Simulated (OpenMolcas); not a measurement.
# Nb⁴⁺ among point charges: CASSCF and CASPT2 levels and susceptibility

How does a field of 6 point charges split the states of Nb⁴⁺, and what χT follows?

The numbers are computed with OpenMolcas 26.06 (state-averaged CASSCF and CASPT2, spin-orbit coupling by RASSI with atomic mean-field integrals), except any that are marked as measured or tabulated.

## 1. What is computed

* Species: Nb⁴⁺ (niobium, Z = 41, 37 electrons)
* Basis: ANO-RCC-VDZP [6s5p3d1f], 43 functions
* Scalar Hamiltonian: DKH2, point nucleus
* Inactive shells: 1s 2s 2p 3s 3p 3d 4s 4p
* Active space: 1 electron in 5 orbitals (4d)
* Some configurations of this space: 4d
* Orbitals: optimised for each spin and parity, averaged over all roots

Outer shells as boxes (Hund's rule):

4d
```
4d [↑ ][  ][  ][  ][  ]
```

The ion sits among 6 point charges of -1 e arranged as a trigonal antiprism (D3d), 1.87 Å from the ion, with a polar angle of 58.6° against the regular 54.74°.

Each step is its own input file, run in one work folder so that later steps find the files of earlier ones. Labels, J, g values, rates, χT and fits are worked out afterwards by a script from the matrices that RASSI stores. The input lists half of the charges; inversion (Group=XYZ) makes the rest.

## 2. One- and two-electron integrals

a.inp reads:

```
&GATEWAY
Coord
1

Nb 0.0 0.0 0.0
Basis=ANO-RCC-VDZP
Group=XYZ
NoMove
AngMom=0.0 0.0 0.0
AMFI
XField
3 Angstrom 0
0.000000 1.595580 0.975204 -1.000000
1.381813 -0.797790 0.975204 -1.000000
1.381813 0.797790 -0.975204 -1.000000
&SEWARD
```

Run with:

```
$ OMP_NUM_THREADS=1 MOLCAS_MEM=1689 MOLCAS_PROJECT=a pymolcas a.inp > a.log
```

## 3. CASSCF: doublets of even parity, 5 roots

a.inp reads:

```
&RASSCF
FileOrb=start.orb
Symmetry=1
Spin=2
nActEl=1 0 0
Inactive=9 9
Ras2=5 0
CIRoot=5 5 1
SDav=5
CIMx=300
Iter=120 100
PrWF=0.3
OrbListing=Nothing
MaxOrb=0
>>> COPY $Project.JobIph JOB001
```

start.orb holds the contracted functions of the basis, ordered by shell, or the orbitals of the step before.

## 4. RASSI: spin-orbit coupling between the states

a.inp reads:

```
&RASSI
NrOfJobIphs=1 5
1 2 3 4 5
IphNames
JOB001
EJob
SpinOrbit
DIPRint=1.0
SOCoupling=1000.0
Subsets=2
Property=9
'ANGMOM' 1 'ANGMOM' 2 'ANGMOM' 3 'MLTPL  1' 1 'MLTPL  1' 2 'MLTPL  1' 3
'AMFI' 1 'AMFI' 2 'AMFI' 3
SOProperty=3
'ANGMOM' 1 'ANGMOM' 2 'ANGMOM' 3
```

## 5. CASPT2: IPEA 0.25, imaginary shift 0.1 (closed shells correlated: 4s 4p)

a.inp reads:

```
>>> COPY JOB001 $Project.JobIph
&CASPT2
Multistate=5 1 2 3 4 5
NoMult
Frozen=8 6
IPEA=0.25
Imaginary=0.1
MaxIter=60
WThr=0.0 0.3 0.05
PrWF=0.5
NoMix
```

(Steps that only read results are left out.)

Q: Predict the outcome of this session. Wanted: spin-free ground state; first state of the same spin within the active space; lowest level; next level.

The runs gave:

```
                                            quantity                                                                        value
                                              method  SS-CASPT2, IPEA 0.25, imaginary shift 0.1 (closed shells correlated: 4s 4p)
                              spin-free ground state                                              2A1, 1-fold in its orbital part
first state of the same spin within the active space                                                              2E at 2160 cm⁻¹
                                        lowest level                                            2-fold E1/2, g = 0.82, 0.82, 1.77
                                          next level                                                                  2136.3 cm⁻¹
                                         χT at 300 K                                                               0.21 cm³ K/mol
                           effective moment at 300 K                                                                      1.31 μB
```

Cost by method:

| method | time of its own steps | time with the reference |
| --- | --- | --- |
| A. CASSCF | 1.4 s | 1.4 s |
| B. SS-CASPT2, IPEA 0.25, imaginary shift 0.1, +4s 4p | 0.4 s | 1.8 s |

Times are of one thread on a shared host.

In words: The spin-free ground state (2A1) comes to 100 % from free-ion D terms and keeps the highest spin of the shell. χT at 300 K is 0.21, against 0.38 cm³ K/mol for the spin alone, so orbital moment lowers it. CASPT2 does not keep the components of a term degenerate, and the means are used. The field of point charges can differ much from that of real complexes. Point charges carry no covalency, so the field is a model and not that of real ligands.
